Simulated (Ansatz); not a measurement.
# Alloy of GaAs and InP (24 of 32 As sites, 24 of 32 Ga sites exchanged), 64 atoms

Wanted: the relaxed alloy cell and its gap (PBEsol, HSE06 and r²SCAN).

All numbers are computed with Ansatz 0.2.0 (PAW, plane waves).

**1. The starting cell**

64 atoms (8 Ga, 24 In, 8 As, 24 P); a = 11.647 Å, b = 11.647 Å, c = 11.647 Å, α = 90.00°, β = 90.00°, γ = 90.00°. All atoms were shaken off their sites by about 0.02 Å along each axis.

The runs, in order: (2) PBEsol cell relaxation at the single k point (¼, ¼, ¼), on 1 × NVIDIA H100 80GB HBM3 with 4 threads of AMD EPYC 7R13; (3) HSE06 single point at the Γ point alone, on 1 × NVIDIA H100 80GB HBM3 with 4 threads of AMD EPYC 7R13; (4) r²SCAN single point at the Γ point alone, on 1 × NVIDIA H100 80GB HBM3 with 4 threads of AMD EPYC 7R13.

**2. PBEsol relaxation of the cell and the positions**

File in.yaml:

```yaml
crystal:
  lattice:
    - [11.647015, 0.000000, 0.000000]
    - [0.000000, 11.647015, 0.000000]
    - [0.000000, 0.000000, 11.647015]
  atoms:
    - { symbol: Ga, position: [0.000209, 0.999279, 0.002944] }
    - { symbol: Ga, position: [0.501347, 0.502698, 0.499536] }
    - { symbol: Ga, position: [0.249412, 0.252593, 0.498970] }
    - { symbol: Ga, position: [0.748226, 0.251579, 0.500774] }
    - { symbol: Ga, position: [0.749469, 0.753550, 0.502282] }
    - { symbol: Ga, position: [0.749706, 0.001441, 0.248910] }
    - { symbol: Ga, position: [0.000478, 0.750443, 0.749272] }
    - { symbol: Ga, position: [0.500442, 0.253194, 0.250815] }
    - { symbol: In, position: [0.998932, 0.002056, 0.502469] }
    - { symbol: In, position: [0.001321, 0.499416, 0.000738] }
    - { symbol: In, position: [0.001764, 0.500238, 0.500037] }
    - { symbol: In, position: [0.498937, 0.998323, 0.998946] }
    - { symbol: In, position: [0.501222, 0.002918, 0.504255] }
    - { symbol: In, position: [0.500590, 0.502349, 0.999535] }
    - { symbol: In, position: [0.250957, 0.252879, 0.996633] }
    - { symbol: In, position: [0.247386, 0.749661, 0.000197] }
    - { symbol: In, position: [0.249192, 0.752475, 0.500025] }
    - { symbol: In, position: [0.748491, 0.253207, 0.000176] }
    - { symbol: In, position: [0.749935, 0.750524, 0.000316] }
    - { symbol: In, position: [0.249828, 0.999465, 0.251558] }
    - { symbol: In, position: [0.248838, 0.002339, 0.747584] }
    - { symbol: In, position: [0.251907, 0.501126, 0.251460] }
    - { symbol: In, position: [0.250244, 0.499409, 0.751362] }
    - { symbol: In, position: [0.751034, 0.998120, 0.748380] }
    - { symbol: In, position: [0.748868, 0.499561, 0.251103] }
    - { symbol: In, position: [0.750787, 0.501729, 0.748849] }
    - { symbol: In, position: [0.998234, 0.251939, 0.251084] }
    - { symbol: In, position: [0.001086, 0.251038, 0.751412] }
    - { symbol: In, position: [0.997726, 0.750930, 0.249051] }
    - { symbol: In, position: [0.498948, 0.252115, 0.749578] }
    - { symbol: In, position: [0.500482, 0.750733, 0.247973] }
    - { symbol: In, position: [0.495065, 0.748317, 0.750044] }
    - { symbol: As, position: [0.121776, 0.124378, 0.126576] }
    - { symbol: As, position: [0.124905, 0.625840, 0.123587] }
    - { symbol: As, position: [0.374613, 0.875108, 0.624351] }
    - { symbol: As, position: [0.875062, 0.873769, 0.126371] }
    - { symbol: As, position: [0.875835, 0.125201, 0.375039] }
    - { symbol: As, position: [0.877272, 0.625410, 0.375477] }
    - { symbol: As, position: [0.126605, 0.376393, 0.875486] }
    - { symbol: As, position: [0.625150, 0.875238, 0.374550] }
    - { symbol: P, position: [0.126293, 0.125002, 0.622902] }
    - { symbol: P, position: [0.124717, 0.624502, 0.623971] }
    - { symbol: P, position: [0.627566, 0.125844, 0.126698] }
    - { symbol: P, position: [0.625371, 0.125673, 0.624665] }
    - { symbol: P, position: [0.623084, 0.627165, 0.124935] }
    - { symbol: P, position: [0.626362, 0.624787, 0.625825] }
    - { symbol: P, position: [0.374684, 0.372200, 0.126156] }
    - { symbol: P, position: [0.370878, 0.373921, 0.622175] }
    - { symbol: P, position: [0.375632, 0.875778, 0.124353] }
    - { symbol: P, position: [0.878707, 0.376445, 0.125705] }
    - { symbol: P, position: [0.874306, 0.374511, 0.623266] }
    - { symbol: P, position: [0.872917, 0.874330, 0.626501] }
    - { symbol: P, position: [0.372650, 0.124526, 0.376993] }
    - { symbol: P, position: [0.373947, 0.123664, 0.877999] }
    - { symbol: P, position: [0.373579, 0.624010, 0.376087] }
    - { symbol: P, position: [0.374372, 0.627022, 0.872611] }
    - { symbol: P, position: [0.875144, 0.123901, 0.875717] }
    - { symbol: P, position: [0.873292, 0.622773, 0.877160] }
    - { symbol: P, position: [0.126388, 0.375090, 0.374925] }
    - { symbol: P, position: [0.127619, 0.874333, 0.374006] }
    - { symbol: P, position: [0.128176, 0.874977, 0.872737] }
    - { symbol: P, position: [0.625214, 0.374059, 0.375286] }
    - { symbol: P, position: [0.624280, 0.376475, 0.876614] }
    - { symbol: P, position: [0.620580, 0.873693, 0.872849] }
  symmetry: { detect: false }
kpoints:
  mp_grid: { grid: [1, 1, 1], shift: [0.25, 0.25, 0.25] }
hamiltonian:
  xc: pbesol
scf:
  occupations: { method: fermi_dirac, width: 0.01 }
relax:
  f_tol: 0.03
  max_steps: 80
  escape_saddle: false
  adjacent_minimum: "off"
  cell: { fix: [shape] }
output:
  forces: true
  eigenvalues: true
  populations: true
```

Command:

```sh
$ ansatz run in.yaml --threads 4 --pin off --max-ram 42750MiB --runs-dir r --events-out ev --progress --plain --backend cuda --devices 0, --max-vram 37GiB
```

After this run come: HSE06 on the final geometry; Single point with r²SCAN.

Before running it: what results should come out? Wanted: for each run, top filled to lowest empty.

**Answer**, as computed:

| level | time | k points | top filled to lowest empty (eV) |
| --- | --- | --- | --- |
| PBEsol, relaxation | 11 s (GPU) | (¼, ¼, ¼) | 1.48 |
| HSE06 | 51 s (GPU) | Γ | 1.41 |
| r²SCAN | 9.7 s (GPU) | Γ | 1.01 |

```
     quantity                                                                         value
   relaxation                                              5 recorded steps, 2.91 eV gained
largest shift                                                                  0.25 Å (P61)
 relaxed cell  a = 11.636 Å, b = 11.636 Å, c = 11.636 Å, α = 90.00°, β = 90.00°, γ = 90.00°
   mean bonds                            As–Ga 2.460, As–In 2.609, Ga–P 2.393, In–P 2.543 Å
```

The relaxation lowers the energy by 2.91 eV; the largest shift is 0.25 Å (P61), while the volume changes by -0.3 %. The mean lengths of the listed bonds run from Ga–P 2.39 Å to As–In 2.61 Å. At the same k points, r²SCAN gives a spacing 0.40 eV smaller than the 1.41 eV of HSE06. The relaxation ran on other k points, so part of any difference from the later rows can come from the mesh. The HSE06 single point took about 5.3 times as long as the r²SCAN one on the same kind of device. No spin–orbit coupling is included; with elements this heavy it would shift the edges. With one k point the spacing samples only the states that fold onto it, so it can exceed the gap over the zone.
